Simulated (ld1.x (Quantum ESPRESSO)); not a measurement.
**An ultrasoft potential for Ge, from input to tests**

Task: generate the file, and judge it by its errors in other configurations, its logarithmic derivatives, its ghosts and its cutoff.

Program: ld1.x (Quantum ESPRESSO) 7.5. Reference atom: PBE, scalar-relativistic, spherical and spin-unpolarised. All values are calculated.

## 1. Starting point

The settings as typed:

```
element                 : germanium (Ge, Z = 32)
type                    : ultrasoft
frozen core             : [Ne]
valence charge          : 22
reference configuration : 3s2 3p6 3d10 4s2 4p1.75 (charge +0.25)
partial waves           : 3s (bound): rcut 0.95, rcutus 1.15 bohr; 4s (bound): rcut 0.95, rcutus 1.15 bohr; 3p (bound): rcut 0.90, rcutus 1.20 bohr; 4p (bound): rcut 0.90, rcutus 1.20 bohr; 3d (bound): rcut 1.00, rcutus 1.20 bohr; 3d channel at 2.45 Ry: rcut 1.00, rcutus 1.20 bohr
local potential         : all-electron potential smoothed inside 1.00 bohr (lloc = -1)
core correction         : a·sin(br)/r model core inside 0.65 bohr
augmentation charge     : PSQ, inside the norm-conserving radii
```

An earlier all-electron run gives the scale for the radii.

All-electron outer shells of the reference configuration (PBE, scalar-relativistic, ld1.x):

```
shell  level (eV)  outermost node (bohr)  outermost maximum (bohr)
   2s    -1373.84                   0.06                      0.18
   2p    -1200.76                      –                      0.14
   3s     -170.53                   0.26                      0.54
   3p     -117.66                   0.23                      0.54
   3d      -31.35                      –                      0.50
   4s      -13.61                   0.77                      1.73
   4p       -5.59                   0.82                      2.19
```

## 2. Generation

Contents of Ge.in:

```
 &input
   title='Ge', zed=32., rel=1, dft='PBE', iswitch=3,
   config='[Ar] 3d10 4s2 4p1.75',
   nld=3, rlderiv=1.30, eminld=-15.0, emaxld=5.0, deld=0.04
 /
 &inputp
   pseudotype=3, tm=.true., lloc=-1, rcloc=1.00,
   nlcc=.true., rcore=0.65,
   which_augfun='PSQ', rmatch_augfun_nc=.true.,
   file_pseudopw='Ge.UPF', file_wfcaegen='ae.wfc', file_wfcncgen='nc.wfc', file_beta='beta', file_chi='chi', file_wfcusgen='us.wfc'
 /
6
3S  1  0   2.00   0.00  0.95  1.15  0.0
4S  2  0   2.00   0.00  0.95  1.15  0.0
3P  2  1   6.00   0.00  0.90  1.20  0.0
4P  3  1   1.75   0.00  0.90  1.20  0.0
3D  3  2  10.00   0.00  1.00  1.20  0.0
3D  3  2   0.00   2.45  1.00  1.20  0.0
 &test
   configts(1)='3s2 3p6 3d10 4s2 4p1.75'
 /
```

Command:

```console
$ ld1.x < Ge.in > Ge.out
```

What the program wrote to Ge.out (without the banner and most projector matrices):

```text
     Program LD1 v.7.5
     --------------------------- All-electron run ----------------------------

     Ge
     scalar relativistic calculation

     atomic number is 32.00
     dft =PBE   lsd =0 sic =0 latt =0  beta=0.20 tr2=1.0E-14
     Exchange-correlation= PBE
                           (   1   4   3   4   0   0   0)
     mesh =1207 r(mesh) = 100.41023 a.u. xmin = -7.00 dx = 0.01250
     1 Ry =  13.60569312 eV, c = 137.03599908

     n l     nl                  e(Ry)          e(Ha)          e(eV)
     1 0     1S 1( 2.00)      -805.7824      -402.8912    -10963.2285
     2 0     2S 1( 2.00)      -100.9752       -50.4876     -1373.8376
     2 1     2P 1( 6.00)       -88.2540       -44.1270     -1200.7563
     3 0     3S 1( 2.00)       -12.5339        -6.2670      -170.5328
     3 1     3P 1( 6.00)        -8.6480        -4.3240      -117.6626
     3 2     3D 1(10.00)        -2.3042        -1.1521       -31.3507
     4 0     4S 1( 2.00)        -1.0003        -0.5001       -13.6095
     4 1     4P 1( 1.75)        -0.4106        -0.2053        -5.5872

     final scf error:  6.1E-15 reached in  29 iterations

     Etot =   -4197.583057 Ry,   -2098.791528 Ha,  -57111.026929 eV

     Ekin =    4273.618560 Ry,    2136.809280 Ha,   58145.542652 eV
     Encl =  -10111.880887 Ry,   -5055.940443 Ha, -137579.148238 eV
     Eh   =    1799.577589 Ry,     899.788795 Ha,   24484.500432 eV
     Exc  =    -158.898320 Ry,     -79.449160 Ha,   -2161.921774 eV

     normalization and overlap integrals

     s(1S/1S) =  1.000000  <r> =   0.0470  <r2> =    0.0030  r(max) =   0.0309
     s(2S/2S) =  1.000000  <r> =   0.2100  <r2> =    0.0520  r(max) =   0.1754
     s(2P/2P) =  1.000000  <r> =   0.1837  <r2> =    0.0414  r(max) =   0.1418
     s(3S/3S) =  1.000000  <r> =   0.6242  <r2> =    0.4495  r(max) =   0.5402
     s(3P/3P) =  1.000000  <r> =   0.6470  <r2> =    0.4929  r(max) =   0.5402
     s(3D/3D) =  1.000000  <r> =   0.7363  <r2> =    0.6961  r(max) =   0.5012
     s(4S/4S) =  1.000000  <r> =   2.0958  <r2> =    5.0712  r(max) =   1.7277
     s(4P/4P) =  1.000000  <r> =   2.7936  <r2> =    9.2477  r(max) =   2.1908

     ------------------------ End of All-electron run ------------------------

     --------------------- Generating US pseudopotential ---------------------

      Generating local potential from pseudized AE potential:
      Matching radius rcloc =   1.0000

      Local pseudo, rcloc= 1.009 Estimated cut-off energy=    24.11 Ry

      Computing core charge for nlcc:

       r > 0.65 : true rho core
       r < 0.65 : rho core = a sin(br)/r    a=   0.29  b=   4.44

      Integrated core pseudo-charge :   0.05
      Wfc-us  3S rcutus= 1.144  Estimated cut-off energy=    42.48 Ry
      Wfc-us  4S rcutus= 1.144  Estimated cut-off energy=    87.78 Ry
      Wfc-us  3P rcutus= 1.202  Estimated cut-off energy=    59.53 Ry
      Wfc-us  4P rcutus= 1.202  Estimated cut-off energy=   113.03 Ry
      Wfc-us  3D rcutus= 1.202  Estimated cut-off energy=    81.59 Ry
      Wfc-us  3D rcutus= 1.202  Estimated cut-off energy=   148.59 Ry

     Q pseudized with Bessel functions
     Expected ecutrho=     471.2354 due to l1=  1   l2=  2

     ------------------- End of pseudopotential generation -------------------

     [... the all-electron block is printed once more ...]


     Computing logarithmic derivative in   1.30413
     Computing logarithmic derivative in   1.30413
     Computing the partial wave expansion
     R is outside the sphere for l=    0 j= 0.00
     R is outside the sphere for l=    0 j= 0.00
     R is outside the sphere for l=    1 j= 0.00
     R is outside the sphere for l=    1 j= 0.00
     R is outside the sphere for l=    2 j= 0.00
     R is outside the sphere for l=    2 j= 0.00

     ---------------------- Testing the pseudopotential ----------------------

     Ge
     scalar relativistic calculation

     atomic number is 32.00   valence charge is 22.00
     dft =PBE   lsd =0 sic =0 latt =0  beta=0.20 tr2=1.0E-14
     mesh =1207 r(mesh) = 100.41023 xmin = -7.00 dx = 0.01250

     n l     nl             e AE (Ry)        e PS (Ry)    De AE-PS (Ry)
     1 0     3S   1( 2.00)      -12.53393      -12.53372       -0.00021
     2 1     3P   1( 6.00)       -8.64805       -8.64785       -0.00019
     3 2     3D   1(10.00)       -2.30423       -2.30407       -0.00016
     2 0     4S   1( 2.00)       -1.00028       -1.00024       -0.00003
     3 1     4P   1( 1.75)       -0.41065       -0.41062       -0.00003

     eps = 4.5E-15  iter =  6

     Etot =   -4197.583057 Ry,   -2098.791528 Ha,  -57111.026929 eV
     Etotps =  -587.334168 Ry,    -293.667084 Ha,   -7991.088454 eV

     Ekin =     128.135214 Ry,      64.067607 Ha,    1743.368402 eV
     Encl =   -1263.813315 Ry,    -631.906657 Ha,  -17195.056124 eV
     Ehrt =     499.418809 Ry,     249.709405 Ha,    6794.939062 eV
     Ecxc =     -48.962143 Ry,     -24.481072 Ha,    -666.163897 eV
     (Ecc =      -0.033829 Ry,      -0.016915 Ha,      -0.460268 eV)
     Epseu=      97.887266 Ry,      48.943633 Ha,    1331.824103 eV

     ---------------------- End of pseudopotential test ----------------------
```

Run time: 1.8 s. Hardware: 1 thread of Neoverse-V1, shared host. (Generation and the later configuration tests together.)

All-electron and pseudo partial waves u(r) = r·R(r), from the program's wave files:

| r (bohr) | 3d AE | 3d PS |
| --- | --- | --- |
| 0.060 | 0.0522 | 0.0014 |
| 0.120 | 0.2404 | 0.0110 |
| 0.180 | 0.4897 | 0.0356 |
| 0.240 | 0.7260 | 0.0800 |
| 0.300 | 0.9133 | 0.1456 |
| 0.360 | 1.0428 | 0.2310 |
| 0.420 | 1.1187 | 0.3312 |
| 0.480 | 1.1499 | 0.4392 |
| 0.540 | 1.1473 | 0.5464 |
| 0.600 | 1.1206 | 0.6442 |
| 0.660 | 1.0781 | 0.7248 |
| 0.720 | 1.0256 | 0.7826 |
| 0.780 | 0.9676 | 0.8146 |
| 0.840 | 0.9071 | 0.8210 |
| 0.900 | 0.8463 | 0.8047 |
| 0.960 | 0.7866 | 0.7705 |
| 1.020 | 0.7290 | 0.7248 |
| 1.080 | 0.6740 | 0.6736 |
| 1.140 | 0.6221 | 0.6221 |
| 1.200 | 0.5732 | 0.5732 |
| 1.260 | 0.5276 | 0.5276 |
| 1.320 | 0.4852 | 0.4852 |
| 1.380 | 0.4458 | 0.4458 |
| 1.440 | 0.4094 | 0.4094 |
| 1.500 | 0.3758 | 0.3758 |
| 1.560 | 0.3448 | 0.3448 |

## 3. Testing the new file in other configurations

Contents of Ge.test.in:

```
 &input
   title='Ge', zed=32., rel=1, dft='PBE', iswitch=2,
   config='[Ar] 3d10 4s2 4p1.75'
 /
 &test
   file_pseudo='Ge.UPF', nconf=8,
   configts(1)='3s2 3p6 3d10 4s2 4p1.75',
   configts(2)='3s2 3p6 3d10 4s2 4p2',
   configts(3)='3s2 3p6 3d10 4s2 4p1',
   configts(4)='3s2 3p6 3d10 4s2 4p0',
   configts(5)='3s2 3p5 3d10 4s2 4p2',
   configts(6)='3s2 3p6 3d10 4s2 4p1.5',
   configts(7)='3s2 3p6 3d9 4s2 4p2',
   configts(8)='3s2 3p6 3d10 4s1 4p0'
 /
```

Command:

```console
$ ld1.x < Ge.test.in > Ge.test.out
```

Ge.test.out, the pseudopotential blocks:

```text
     ---------------------- Testing the pseudopotential ----------------------

     Ge
     scalar relativistic calculation

     atomic number is 32.00   valence charge is 22.00
     dft =PBE   lsd =0 sic =0 latt =0  beta=0.20 tr2=1.0E-14
     mesh =1207 r(mesh) = 100.41023 xmin = -7.00 dx = 0.01250

     n l     nl             e AE (Ry)        e PS (Ry)    De AE-PS (Ry)
     1 0     3S   1( 2.00)      -12.53393      -12.53372       -0.00021
     2 1     3P   1( 6.00)       -8.64805       -8.64785       -0.00019
     3 2     3D   1(10.00)       -2.30423       -2.30407       -0.00016
     2 0     4S   1( 2.00)       -1.00028       -1.00024       -0.00003
     3 1     4P   1( 1.75)       -0.41065       -0.41062       -0.00003

     eps = 4.4E-15  iter =  6

     Etot =   -4197.583057 Ry,   -2098.791528 Ha,  -57111.026928 eV
     Etotps =  -587.334168 Ry,    -293.667084 Ha,   -7991.088454 eV

     Ekin =     128.135214 Ry,      64.067607 Ha,    1743.368402 eV
     Encl =   -1263.813315 Ry,    -631.906657 Ha,  -17195.056124 eV
     Ehrt =     499.418809 Ry,     249.709405 Ha,    6794.939062 eV
     Ecxc =     -48.962143 Ry,     -24.481072 Ha,    -666.163897 eV
     (Ecc =      -0.033829 Ry,      -0.016915 Ha,      -0.460268 eV)
     Epseu=      97.887266 Ry,      48.943633 Ha,    1331.824103 eV

     ---------------------- End of pseudopotential test ----------------------

     ---------------------- Testing the pseudopotential ----------------------

     Ge
     [...]
     n l     nl             e AE (Ry)        e PS (Ry)    De AE-PS (Ry)
     1 0     3S   1( 2.00)      -12.38385      -12.38446        0.00061
     2 1     3P   1( 6.00)       -8.49795       -8.49893        0.00098
     3 2     3D   1(10.00)       -2.15431       -2.15572        0.00141
     2 0     4S   1( 2.00)       -0.86222       -0.86314        0.00091
     3 1     4P   1( 2.00)       -0.28630       -0.28590       -0.00040

     eps = 1.4E-15  iter = 11

     Etot =   -4197.669992 Ry,   -2098.834996 Ha,  -57112.209742 eV
     Etotps =  -587.421054 Ry,    -293.710527 Ha,   -7992.270592 eV
     dEtot_ae =      -0.086935 Ry
     dEtot_ps =      -0.086885 Ry,   Delta E=      -0.000050 Ry

     [...]
     ---------------------- End of pseudopotential test ----------------------

     ---------------------- Testing the pseudopotential ----------------------

     Ge
     [...]
     n l     nl             e AE (Ry)        e PS (Ry)    De AE-PS (Ry)
     1 0     3S   1( 2.00)      -13.04723      -13.04681       -0.00041
     2 1     3P   1( 6.00)       -9.16139       -9.15901       -0.00237
     3 2     3D   1(10.00)       -2.81637       -2.81181       -0.00456
     2 0     4S   1( 2.00)       -1.45956       -1.45661       -0.00296
     3 1     4P   1( 1.00)       -0.82628       -0.83179        0.00551  !

     eps = 4.9E-15  iter = 12

     Etot =   -4197.122869 Ry,   -2098.561434 Ha,  -57104.765750 eV
     Etotps =  -586.872427 Ry,    -293.436213 Ha,   -7984.806140 eV
     dEtot_ae =       0.460188 Ry
     dEtot_ps =       0.461742 Ry,   Delta E=      -0.001553 Ry

     [...]
     ---------------------- End of pseudopotential test ----------------------

     ---------------------- Testing the pseudopotential ----------------------

     Ge
     [...]
     n l     nl             e AE (Ry)        e PS (Ry)    De AE-PS (Ry)
     1 0     3S   1( 2.00)      -13.85029      -13.87478        0.02450  !
     2 1     3P   1( 6.00)       -9.96437       -9.98013        0.01576  !
     3 2     3D   1(10.00)       -3.61570       -3.62138        0.00569  !
     2 0     4S   1( 2.00)       -2.14976       -2.14925       -0.00051
     3 1     4P   1( 0.00)       -1.45571       -1.50271        0.04700  !

     eps = 4.9E-15  iter = 12

     Etot =   -4195.988126 Ry,   -2097.994063 Ha,  -57089.326796 eV
     Etotps =  -585.717221 Ry,    -292.858611 Ha,   -7969.088768 eV
     dEtot_ae =       1.594930 Ry
     dEtot_ps =       1.616947 Ry,   Delta E=      -0.022017 Ry

     [...]
     ---------------------- End of pseudopotential test ----------------------
```

4 tests gave no usable energy difference (3s2 3p5 3d10 4s2 4p2; 3s2 3p6 3d10 4s2 4p1.5; 3s2 3p6 3d9 4s2 4p2; 3s2 3p6 3d10 4s1 4p0); the test run stopped with "negative rho".

The tests as a table, with energies relative to 3s2 3p6 3d10 4s2 4p1.75.

| valence configuration | charge | ΔE all-electron (eV) | error AE − PS (meV) |
| --- | --- | --- | --- |
| 3s2 3p6 3d10 4s2 4p2 | 0 | -1.183 | -0.7 |
| 3s2 3p6 3d10 4s2 4p1 | +1 | 6.261 | -21 |
| 3s2 3p6 3d10 4s2 4p0 | +2 | 21.700 | -300 |

## 4. Does it scatter like the atom?

Taken from the files of the generation run. The phase is arctan(r·u′/u) with u = r·R, unwrapped, with energies in Ry. A pole is an energy at which the radial function vanishes at the test radius. The pseudo phase is shifted by a multiple of π to meet the all-electron one at the reference energy. Levels narrower than the energy grid can be missing from the poles. Left out: p, where the overlap operator is not positive , so their phases aren't trusted. The last column is the largest difference on the grid between −1 and +1 Ry.

| channel | radius (bohr) | reference (Ry) | poles AE | poles PS | window around the reference with phases within 0.05 rad (Ry) | largest difference near zero (rad) |
| --- | --- | --- | --- | --- | --- | --- |
| s | 1.30 | -1.00 | -12.08 | -12.08 | the whole range | 0.001 |
| d | 1.30 | -2.30 | -1.27 | -1.27 | the whole range | 0.000 |

Phases (rad) along the scan:

| E (Ry) | s AE | s PS | d AE | d PS |
| --- | --- | --- | --- | --- |
| -15.00 | 1.272 | 1.272 | 1.369 | 1.367 |
| -14.04 | 1.186 | 1.186 | 1.361 | 1.360 |
| -13.08 | 0.480 | 0.482 | 1.353 | 1.352 |
| -12.12 | -1.560 | -1.560 | 1.343 | 1.342 |
| -11.16 | -1.701 | -1.701 | 1.333 | 1.331 |
| -10.20 | -1.752 | -1.752 | 1.320 | 1.318 |
| -9.24 | -1.785 | -1.785 | 1.304 | 1.303 |
| -8.28 | -1.813 | -1.812 | 1.285 | 1.283 |
| -7.32 | -1.839 | -1.839 | 1.259 | 1.258 |
| -6.36 | -1.868 | -1.868 | 1.224 | 1.222 |
| -5.40 | -1.901 | -1.900 | 1.168 | 1.167 |
| -4.44 | -1.940 | -1.940 | 1.061 | 1.059 |
| -3.48 | -1.990 | -1.990 | 0.742 | 0.740 |
| -2.52 | -2.056 | -2.056 | -0.771 | -0.771 |
| -1.56 | -2.149 | -2.149 | -1.500 | -1.500 |
| -0.60 | -2.288 | -2.288 | -1.676 | -1.677 |
| 0.36 | -2.510 | -2.510 | -1.768 | -1.768 |
| 1.32 | -2.868 | -2.866 | -1.839 | -1.839 |
| 2.28 | -3.353 | -3.348 | -1.909 | -1.909 |
| 3.24 | -3.797 | -3.789 | -1.993 | -1.993 |
| 4.20 | -4.091 | -4.083 | -2.106 | -2.108 |

## 5. Plane-wave convergence, by spherical Bessel functions

This step uses the generator's waves and projectors in a separate script. Basis: spherical Bessel functions vanishing at 20 bohr, q² up to the cutoff; potential fixed at the reference.

No cutoffs are read. The overlap operator is not positive in p (lowest eigenvalue -0.123), so the test is not defined there. The ghost test is not conclusive.

## 6. Results

| quantity | value |
| --- | --- |
| cutoffs | not determined |
| bound ghosts | not determined |
| largest test error (AE − PS) | -300 meV, for 3s2 3p6 3d10 4s2 4p0 (4 tests unsolved) |
| largest phase difference near zero energy, channels read | 0.001 rad |
| lowest eigenvalue of the overlap (Bessel basis) | -0.123 (p) |
| density cutoff estimated by the generator | 471 Ry |

In words: The overlap operator is not positive definite in p, so a plane-wave run would break down once the basis is large enough. By total energies transferability is poor: the largest error is 300 meV on 21.7 eV, for 3s2 3p6 3d10 4s2 4p0. The test run broke off, so later configurations gave nothing; the verdict rests on few tests. No cutoffs are read. Ghosts could not be judged. Near zero energy the phases of the channels with partial waves that could be evaluated agree within 0.001 rad. These are tests on the free atom; a crystal test is still owed.
